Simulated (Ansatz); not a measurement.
# AlInSb2: a tetragonal deformation path

The task, for AlInSb2: follow a tetragonal deformation at fixed volume.

Program: Ansatz 0.2.0. Level of theory: DFT r2SCAN, scalar-relativistic, plane waves, PAW. These are calculated values, not measurements.

## 1. The system as given

Symmetry: P-4m2, No. 115, tetragonal system. The conventional cell has a = 4.506 Å, b = 4.506 Å, c = 6.349 Å, α = 90.00°, β = 90.00°, γ = 90.00°. Around Al (site symmetry -4m2) lie 4 Sb at 2.70 Å. Around In (site symmetry -4m2) lie 4 Sb at 2.82 Å. Sb (site symmetry 2mm) has 2 Al at 2.70 Å and 2 In at 2.82 Å in its first shell of neighbours.

As a file:

```cif
data_structure
_symmetry_space_group_name_H-M 'P-4m2'
_symmetry_Int_Tables_number 115
_cell_length_a 4.5062
_cell_length_b 4.5062
_cell_length_c 6.3488
_cell_angle_alpha 90.000
_cell_angle_beta 90.000
_cell_angle_gamma 90.000
_cell_volume 128.92
loop_
_atom_site_label
_atom_site_type_symbol
_atom_site_symmetry_multiplicity
_atom_site_Wyckoff_symbol
_atom_site_fract_x
_atom_site_fract_y
_atom_site_fract_z
_atom_site_occupancy
Al1 Al 1 a 0.00000 0.00000 0.00000 1
In1 In 1 c 0.50000 0.50000 0.50000 1
Sb1 Sb 2 g 0.00000 0.50000 0.23337 1
```

It goes back to an entry of the Materials Project, which need not be the stable form.

The cell is taken as given, not relaxed at this level.

## 2. The reference cell

The reference gives a free energy of -19151.4796 eV, pressure -0.10 GPa, largest force 0.020 eV/Å and gap on the mesh 0.94 eV. It was computed beforehand with the settings of the runs below.

## 3. Setting up a tetragonal deformation path

At fixed volume and fractional coordinates, lengths along (0.000, 0.000, 1.000) are scaled against those across it; ρ is that ratio over its starting value.

## 4. At ρ = 0.850

Input file input.yaml:

```yaml
crystal:
  lattice:
    - [4.7570111222, 0.0, 0.0]
    - [0.0, 4.7570111222, 0.0]
    - [0.0, 0.0, 5.6969075175]
  atoms:
    - { symbol: Al, position: [0.0, 0.0, 0.0] }
    - { symbol: In, position: [0.5, 0.5, 0.5] }
    - { symbol: Sb, position: [0.0, 0.5, 0.23336537] }
    - { symbol: Sb, position: [0.5, 0.0, 0.76663463] }
basis:
  ecutwfc: 500
kpoints:
  mp_grid: { grid: [8, 8, 6] }
hamiltonian:
  xc: r2scan
scf:
  occupations: { method: gaussian, width: 0.05 }
output:
  forces: true
  stress: true
  eigenvalues: true
```

The run is started by

```console
> ansatz run input.yaml --threads 1 --pin off --max-ram 2560MiB --backend cpu --events-out ev --progress --plain --runs-dir out
```

The program printed (excerpt; [...] marks lines left out):

```text
Warning: RAYON_NUM_THREADS=1 ignored (pool sized by the plan → 1); use --threads N
[...]
Pseudopotentials: kind: paw
Pseudopotential: Al, paw, valence charge 3, recommended cutoff 500 eV (meta_gga), Al.paw.azcp
Pseudopotential: In, paw, valence charge 13, recommended cutoff 500 eV (meta_gga), In.paw.azcp
Pseudopotential: Sb, paw, valence charge 15, recommended cutoff 500 eV (meta_gga), Sb.paw.azcp
Functional definition: r2SCAN
[...]
Crystal: 4 atoms, lattice volume = 128.916 Å³
Basis set: ecut = 500 eV, 3317 PW (Γ), exchange–correlation on 144×144×180 points (64 copies of the dense FFT grid, shifted against one another)
Bands: 28, of which v1, the nominal top of the filled ones, is band 23 counted from 1 (22 counted from 0)
Symmetry: 8 space group operations
Space group: P-4m2 (ITA 115), of the structure as read, at distance tolerance 5.1e-5 Å
k-points: 60 of 384 (time reversal used)
[...]
SCF iter   1: F=—  HF=-19151.236166 eV  |F-HF|=—  |Δ(HF+E_count)|=         —  Δρ=5.23e-3  dr2=2.88e-2  dr2_τ=1.15e-2  ethr=1.77e-3  ⟨swp⟩=7.8  Hψ=8502  notcnv=0
[...]
SCF iter   6: F=-19151.253678 eV  HF=-19151.253678 eV  |F-HF|=7.39e-8  |Δ(HF+E_count)|=   8.86e-7  Δρ=8.70e-6  dr2=7.74e-8  dr2_τ=1.71e-9  ethr=2.17e-10  ⟨swp⟩=9.6  Hψ=9326  notcnv=0
[...]
SCF converged after 6 iterations
Free energy (F): -19151.253678 eV
[...]
E sigma→0 (E₀):  -19151.253678 eV
Fermi energy:    6.830151 eV
[...]
--- Forces (eV/Å), atoms counted from 1 ---
  atom   1  Al     0.00000000     0.00000000     0.00000000
  atom   2  In    -0.00000000     0.00000000     0.00000000
  atom   3  Sb     0.00000000     0.00000000    -0.17540325
  atom   4  Sb     0.00000000     0.00000000     0.17540325
[...]
--- Stress (GPa, compression-positive) ---
       -2.074314       0.000000      -0.000000
        0.000000      -2.074314       0.000000
        0.000000       0.000000       2.385166
  P = ⅓ Tr σ = -0.5878 GPa (-5.878 kbar)
--- Band table (eV; the first three rows and the last of 60) ---
  k-point 0: bands = ["-22.6607", "-22.6580", "-22.6493", "-22.6493", "-22.6324", "-22.6282", "-22.6269", "-22.6269", "-22.6188", "-22.6166", "-8.5763", "-8.5242", "-8.5242", "-8.4780", "-8.4370", "-4.5409", "-2.2262", "1.2108", "3.5633", "3.5633", "6.2019", "6.2019", "6.5842", "7.1926", [...]
[...]
```

Run time: 77 s. Hardware: 1 thread of Intel Xeon at 2.50GHz (Skylake/Cascade Lake), shared host; peak memory 0.69 GiB.

## 5. Point ρ = 1.200

Edit input.yaml of step 4 so:

```diff
@@ -2,5 +2,5 @@
   lattice:
-    - [4.7570111222, 0.0, 0.0]
-    - [0.0, 4.7570111222, 0.0]
-    - [0.0, 0.0, 5.6969075175]
+    - [4.2404641252, 0.0, 0.0]
+    - [0.0, 4.2404641252, 0.0]
+    - [0.0, 0.0, 7.1693654095]
   atoms:
```

The run is started by

```console
> ansatz run input.yaml --threads 1 --pin off --max-ram 2560MiB --backend cpu --events-out ev --progress --plain --runs-dir out
```

The program printed (excerpt; [...] marks lines left out):

```text
Warning: RAYON_NUM_THREADS=1 ignored (pool sized by the plan → 1); use --threads N
[...]
[... 5 set-up lines as earlier in the session ...]
[...]
Crystal: 4 atoms, lattice volume = 128.916 Å³
Basis set: ecut = 500 eV, 3267 PW (Γ), exchange–correlation on 128×128×216 points (64 copies of the dense FFT grid, shifted against one another)
Bands: 28, of which v1, the nominal top of the filled ones, is band 23 counted from 1 (22 counted from 0)
[... 2 set-up lines as earlier in the session ...]
k-points: 60 of 384 (time reversal used)
[...]
SCF iter   1: F=—  HF=-19151.078694 eV  |F-HF|=—  |Δ(HF+E_count)|=         —  Δρ=5.34e-3  dr2=2.59e-2  dr2_τ=1.10e-2  ethr=1.77e-3  ⟨swp⟩=7.9  Hψ=8398  notcnv=0
[...]
SCF iter   7: F=-19151.099255 eV  HF=-19151.099255 eV  |F-HF|=2.19e-9  |Δ(HF+E_count)|=   1.44e-7  Δρ=3.39e-6  dr2=1.96e-8  dr2_τ=2.20e-10  ethr=2.17e-10  ⟨swp⟩=10.3  Hψ=7893  notcnv=0
[...]
SCF converged after 7 iterations
Free energy (F): -19151.099255 eV
[...]
E sigma→0 (E₀):  -19151.099038 eV
Entropy (-TS):   -0.000432 eV (-0.108 meV/atom)
Fermi energy:    6.844385 eV
[...]
--- Forces (eV/Å), atoms counted from 1 ---
  atom   1  Al    -0.00000000     0.00000000     0.00000000
  atom   2  In    -0.00000000     0.00000000     0.00000000
  atom   3  Sb     0.00000000     0.00000000     0.03707160
  atom   4  Sb     0.00000000     0.00000000    -0.03707160
[...]
--- Stress (GPa, compression-positive) ---
        2.495801       0.000000      -0.000000
        0.000000       2.495801       0.000000
       -0.000000       0.000000      -6.174486
  P = ⅓ Tr σ = -0.3943 GPa (-3.943 kbar)
--- Band table (eV; the first three rows and the last of 60) ---
[... band rows left out ...]
[...]
```

Run time: 71 s. Hardware: 1 thread of Intel Xeon at 2.50GHz (Skylake/Cascade Lake), shared host; peak memory 0.68 GiB.

## 6. Point ρ = 0.920

Edit input.yaml of step 5 so:

```diff
@@ -2,5 +2,5 @@
   lattice:
-    - [4.2404641252, 0.0, 0.0]
-    - [0.0, 4.2404641252, 0.0]
-    - [0.0, 0.0, 7.1693654095]
+    - [4.63316606, 0.0, 0.0]
+    - [0.0, 4.63316606, 0.0]
+    - [0.0, 0.0, 6.0055359401]
   atoms:
```

The run is started by

```console
> ansatz run input.yaml --threads 1 --pin off --max-ram 2560MiB --backend cpu --events-out ev --progress --plain --runs-dir out
```

The program printed (excerpt; [...] marks lines left out):

```text
[...]
SCF converged after 6 iterations
Free energy (F): -19151.409472 eV
[...]
E sigma→0 (E₀):  -19151.409472 eV
Fermi energy:    6.883189 eV
[...]
--- Forces (eV/Å), atoms counted from 1 ---
  atom   1  Al    -0.00000000     0.00000000     0.00000000
  atom   2  In    -0.00000000     0.00000000     0.00000000
  atom   3  Sb     0.00000000     0.00000000    -0.09353280
  atom   4  Sb     0.00000000     0.00000000     0.09353280
[...]
--- Stress (GPa, compression-positive) ---
       -1.164792       0.000000      -0.000000
        0.000000      -1.164792       0.000000
       -0.000000       0.000000       1.610582
  P = ⅓ Tr σ = -0.2397 GPa (-2.397 kbar)
--- Band table (eV; the first three rows and the last of 60) ---
  k-point 0: bands = ["-22.6679", "-22.6653", "-22.6633", "-22.6633", "-22.6428", "-22.6428", "-22.6400", "-22.6366", "-22.6326", "-22.6307", "-8.5796", "-8.5196", "-8.5196", "-8.4651", "-8.4417", "-4.5767", "-2.3895", "0.9141", "3.7860", "3.7860", "6.2920", "6.2920", "6.4569", "7.3095", [...]
[...]
```

Wall time 76 s (1 thread of Intel Xeon at 2.50GHz (Skylake/Cascade Lake), shared host); peak memory 0.69 GiB.

## 7. ρ = 1.100

Edit input.yaml of step 6 so:

```diff
@@ -2,5 +2,5 @@
   lattice:
-    - [4.63316606, 0.0, 0.0]
-    - [0.0, 4.63316606, 0.0]
-    - [0.0, 0.0, 6.0055359401]
+    - [4.365254617, 0.0, 0.0]
+    - [0.0, 4.365254617, 0.0]
+    - [0.0, 0.0, 6.765319979]
   atoms:
```

The run is started by

```console
> ansatz run input.yaml --threads 1 --pin off --max-ram 2560MiB --backend cpu --events-out ev --progress --plain --runs-dir out
```

The program printed (excerpt; [...] marks lines left out):

```text
Warning: RAYON_NUM_THREADS=1 ignored (pool sized by the plan → 1); use --threads N
[...]
[... 5 set-up lines as earlier in the session ...]
[...]
Crystal: 4 atoms, lattice volume = 128.916 Å³
Basis set: ecut = 500 eV, 3241 PW (Γ), exchange–correlation on 128×128×200 points (64 copies of the dense FFT grid, shifted against one another)
Bands: 28, of which v1, the nominal top of the filled ones, is band 23 counted from 1 (22 counted from 0)
[... 2 set-up lines as earlier in the session ...]
k-points: 60 of 384 (time reversal used)
[...]
SCF iter   1: F=—  HF=-19151.369749 eV  |F-HF|=—  |Δ(HF+E_count)|=         —  Δρ=5.05e-3  dr2=2.28e-2  dr2_τ=1.19e-2  ethr=1.77e-3  ⟨swp⟩=7.8  Hψ=8421  notcnv=0
[...]
SCF iter   7: F=-19151.390498 eV  HF=-19151.390498 eV  |F-HF|=5.42e-9  |Δ(HF+E_count)|=   6.86e-8  Δρ=2.33e-6  dr2=1.31e-8  dr2_τ=2.89e-10  ethr=2.17e-10  ⟨swp⟩=6.9  Hψ=6918  notcnv=0
[...]
SCF converged after 7 iterations
Free energy (F): -19151.390498 eV
[...]
E sigma→0 (E₀):  -19151.390498 eV
Fermi energy:    6.898135 eV
[...]
--- Forces (eV/Å), atoms counted from 1 ---
  atom   1  Al    -0.00000000     0.00000000     0.00000000
  atom   2  In    -0.00000000     0.00000000     0.00000000
  atom   3  Sb     0.00000000     0.00000000     0.03307066
  atom   4  Sb     0.00000000     0.00000000    -0.03307066
[...]
--- Stress (GPa, compression-positive) ---
        1.117055       0.000000      -0.000000
        0.000000       1.117055       0.000000
       -0.000000       0.000000      -2.788875
  P = ⅓ Tr σ = -0.1849 GPa (-1.849 kbar)
--- Band table (eV; the first three rows and the last of 60) ---
[... band rows left out ...]
[...]
```

It took 78 s on 1 thread of Intel Xeon at 2.50GHz (Skylake/Cascade Lake), shared host; peak memory 0.67 GiB.

## 8. ρ = 0.960

Edit input.yaml of step 7 so:

```diff
@@ -2,5 +2,5 @@
   lattice:
-    - [4.365254617, 0.0, 0.0]
-    - [0.0, 4.365254617, 0.0]
-    - [0.0, 0.0, 6.765319979]
+    - [4.5679015066, 0.0, 0.0]
+    - [0.0, 4.5679015066, 0.0]
+    - [0.0, 0.0, 6.1783718175]
   atoms:
```

The run is started by

```console
> ansatz run input.yaml --threads 1 --pin off --max-ram 2560MiB --backend cpu --events-out ev --progress --plain --runs-dir out
```

The program printed (excerpt; [...] marks lines left out):

```text
Warning: RAYON_NUM_THREADS=1 ignored (pool sized by the plan → 1); use --threads N
[...]
[... 5 set-up lines as earlier in the session ...]
[...]
Crystal: 4 atoms, lattice volume = 128.916 Å³
Basis set: ecut = 500 eV, 3267 PW (Γ), exchange–correlation on 144×144×192 points (64 copies of the dense FFT grid, shifted against one another)
Bands: 28, of which v1, the nominal top of the filled ones, is band 23 counted from 1 (22 counted from 0)
[... 2 set-up lines as earlier in the session ...]
k-points: 60 of 384 (time reversal used)
[...]
SCF iter   1: F=—  HF=-19151.440625 eV  |F-HF|=—  |Δ(HF+E_count)|=         —  Δρ=5.03e-3  dr2=2.71e-2  dr2_τ=1.23e-2  ethr=1.77e-3  ⟨swp⟩=7.8  Hψ=8449  notcnv=0
[...]
SCF iter   6: F=-19151.459601 eV  HF=-19151.459601 eV  |F-HF|=5.01e-8  |Δ(HF+E_count)|=   7.37e-7  Δρ=8.13e-6  dr2=6.70e-8  dr2_τ=1.63e-9  ethr=2.17e-10  ⟨swp⟩=5.8  Hψ=8426  notcnv=0
[...]
SCF converged after 6 iterations
Free energy (F): -19151.459601 eV
[...]
E sigma→0 (E₀):  -19151.459601 eV
Fermi energy:    6.855150 eV
[...]
--- Forces (eV/Å), atoms counted from 1 ---
  atom   1  Al    -0.00000000     0.00000000     0.00000000
  atom   2  In    -0.00000000     0.00000000     0.00000000
  atom   3  Sb     0.00000000     0.00000000    -0.05367041
  atom   4  Sb     0.00000000     0.00000000     0.05367041
[...]
--- Stress (GPa, compression-positive) ---
       -0.665502       0.000000      -0.000000
        0.000000      -0.665502       0.000000
       -0.000000       0.000000       0.912763
  P = ⅓ Tr σ = -0.1394 GPa (-1.394 kbar)
--- Band table (eV; the first three rows and the last of 60) ---
[... band rows left out ...]
[...]
```

Run time: 66 s. Hardware: 1 thread of Intel Xeon at 2.50GHz (Skylake/Cascade Lake), shared host; peak memory 0.71 GiB.

## 9. At ρ = 1.050

Edit input.yaml of step 8 so:

```diff
@@ -2,5 +2,5 @@
   lattice:
-    - [4.5679015066, 0.0, 0.0]
-    - [0.0, 4.5679015066, 0.0]
-    - [0.0, 0.0, 6.1783718175]
+    - [4.433472739, 0.0, 0.0]
+    - [0.0, 4.433472739, 0.0]
+    - [0.0, 0.0, 6.5587249451]
   atoms:
```

The run is started by

```console
> ansatz run input.yaml --threads 1 --pin off --max-ram 2560MiB --backend cpu --events-out ev --progress --plain --runs-dir out
```

The program printed (excerpt; [...] marks lines left out):

```text
[...]
SCF converged after 6 iterations
Free energy (F): -19151.460273 eV
[...]
E sigma→0 (E₀):  -19151.460273 eV
Fermi energy:    6.915871 eV
[...]
--- Forces (eV/Å), atoms counted from 1 ---
  atom   1  Al    -0.00000000     0.00000000     0.00000000
  atom   2  In    -0.00000000     0.00000000     0.00000000
  atom   3  Sb     0.00000000     0.00000000     0.01193255
  atom   4  Sb     0.00000000     0.00000000    -0.01193255
[...]
--- Stress (GPa, compression-positive) ---
        0.464174       0.000000      -0.000000
        0.000000       0.464174       0.000000
       -0.000000       0.000000      -1.273016
  P = ⅓ Tr σ = -0.1149 GPa (-1.149 kbar)
--- Band table (eV; the first three rows and the last of 60) ---
  k-point 0: bands = ["-22.6665", "-22.6665", "-22.6593", "-22.6573", "-22.6505", "-22.6505", "-22.6378", "-22.6368", "-22.6320", "-22.6299", "-8.6036", "-8.5302", "-8.5302", "-8.4743", "-8.4727", "-4.5833", "-2.6580", "0.4698", "4.2539", "4.2539", "6.1208", "6.5001", "6.5001", "7.3318", [...]
[...]
```

It took 69 s on 1 thread of Intel Xeon at 2.50GHz (Skylake/Cascade Lake), shared host; peak memory 0.71 GiB.

## 10. Point ρ = 0.800

Edit input.yaml of step 9 so:

```diff
@@ -2,5 +2,5 @@
   lattice:
-    - [4.433472739, 0.0, 0.0]
-    - [0.0, 4.433472739, 0.0]
-    - [0.0, 0.0, 6.5587249451]
+    - [4.8541196792, 0.0, 0.0]
+    - [0.0, 4.8541196792, 0.0]
+    - [0.0, 0.0, 5.4712497962]
   atoms:
```

The run is started by

```console
> ansatz run input.yaml --threads 1 --pin off --max-ram 2560MiB --backend cpu --events-out ev --progress --plain --runs-dir out
```

The program printed (excerpt; [...] marks lines left out):

```text
[...]
SCF converged after 7 iterations
Free energy (F): -19151.092811 eV
[...]
E sigma→0 (E₀):  -19151.092799 eV
Entropy (-TS):   -0.000026 eV (-0.006 meV/atom)
Fermi energy:    6.736985 eV
[...]
--- Forces (eV/Å), atoms counted from 1 ---
  atom   1  Al    -0.00000000     0.00000000     0.00000000
  atom   2  In    -0.00000000     0.00000000     0.00000000
  atom   3  Sb     0.00000000     0.00000000    -0.23857160
  atom   4  Sb     0.00000000     0.00000000     0.23857160
[...]
--- Stress (GPa, compression-positive) ---
       -2.786901       0.000000      -0.000000
        0.000000      -2.786901       0.000000
       -0.000000       0.000000       2.606376
  P = ⅓ Tr σ = -0.9891 GPa (-9.891 kbar)
--- Band table (eV; the first three rows and the last of 60) ---
  k-point 0: bands = ["-22.6525", "-22.6496", "-22.6363", "-22.6363", "-22.6242", "-22.6193", "-22.6129", "-22.6129", "-22.6064", "-22.6041", "-8.5770", "-8.5318", "-8.5318", "-8.4945", "-8.4389", "-4.4991", "-2.1080", "1.4478", "3.4193", "3.4193", "6.1442", "6.1442", "6.6701", "6.9591", [...]
[...]
```

Run time: 72 s. Hardware: 1 thread of Intel Xeon at 2.50GHz (Skylake/Cascade Lake), shared host; peak memory 0.66 GiB.

## 11. ρ = 1.300

Edit input.yaml of step 10 so:

```diff
@@ -2,5 +2,5 @@
   lattice:
-    - [4.8541196792, 0.0, 0.0]
-    - [0.0, 4.8541196792, 0.0]
-    - [0.0, 0.0, 5.4712497962]
+    - [4.1288207115, 0.0, 0.0]
+    - [0.0, 4.1288207115, 0.0]
+    - [0.0, 0.0, 7.5623270182]
   atoms:
```

The run is started by

```console
> ansatz run input.yaml --threads 1 --pin off --max-ram 2560MiB --backend cpu --events-out ev --progress --plain --runs-dir out
```

The program printed (excerpt; [...] marks lines left out):

```text
[...]
SCF converged after 6 iterations
Free energy (F): -19150.630460 eV
[...]
E sigma→0 (E₀):  -19150.629800 eV
Entropy (-TS):   -0.001320 eV (-0.330 meV/atom)
Fermi energy:    6.990001 eV
[...]
--- Forces (eV/Å), atoms counted from 1 ---
  atom   1  Al    -0.00000000     0.00000000     0.00000000
  atom   2  In    -0.00000000     0.00000000     0.00000000
  atom   3  Sb     0.00000000     0.00000000    -0.04415399
  atom   4  Sb     0.00000000     0.00000000     0.04415399
[...]
--- Stress (GPa, compression-positive) ---
        3.716169       0.000000       0.000000
        0.000000       3.716169       0.000000
       -0.000000       0.000000      -9.014807
  P = ⅓ Tr σ = -0.5275 GPa (-5.275 kbar)
--- Band table (eV; the first three rows and the last of 60) ---
  k-point 0: bands = ["-22.6118", "-22.6118", "-22.6041", "-22.6034", "-22.5992", "-22.5992", "-22.5781", "-22.5773", "-22.5622", "-22.5615", "-8.6864", "-8.5790", "-8.5790", "-8.5710", "-8.5454", "-4.4616", "-3.0131", "-0.0810", "5.1827", "5.2791", "5.2791", "6.6364", "7.0431", "7.0431", [...]
[...]
```

It took 72 s on 1 thread of Intel Xeon at 2.50GHz (Skylake/Cascade Lake), shared host; peak memory 0.71 GiB.

## 12. All points together

Collected from the runs (energy zero: the undisturbed cell):

```
    ρ  ΔE (meV/atom)  pressure (GPa)  gap on the mesh (eV)  space group
0.800           96.7            -1.0                  0.14        P-4m2
0.850           56.5            -0.6                  0.50        P-4m2
0.920           17.5            -0.2                  0.85        P-4m2
0.960            5.0            -0.1                  0.97        P-4m2
1.000            0.0            -0.1                  0.94        P-4m2
1.050            4.8            -0.1                  0.83        P-4m2
1.100           22.3            -0.2                  0.60        P-4m2
1.200           95.1            -0.4                  0.03        P-4m2
1.300          212.3            -0.5                  0.00        P-4m2
```

Where the gap reads zero, the mesh chosen for the insulator is on the coarse side.

## 13. Results

```
     quantity                        value
highest point  212.3 meV/atom at ρ = 1.300
```

In words: No sampled point lies below the undisturbed cell. No further minimum shows among the sampled points. The gap on the mesh, 0.94 eV at the start, reads zero at ρ = 1.300. Spin-orbit coupling is left out, which matters for the bands of Sb.
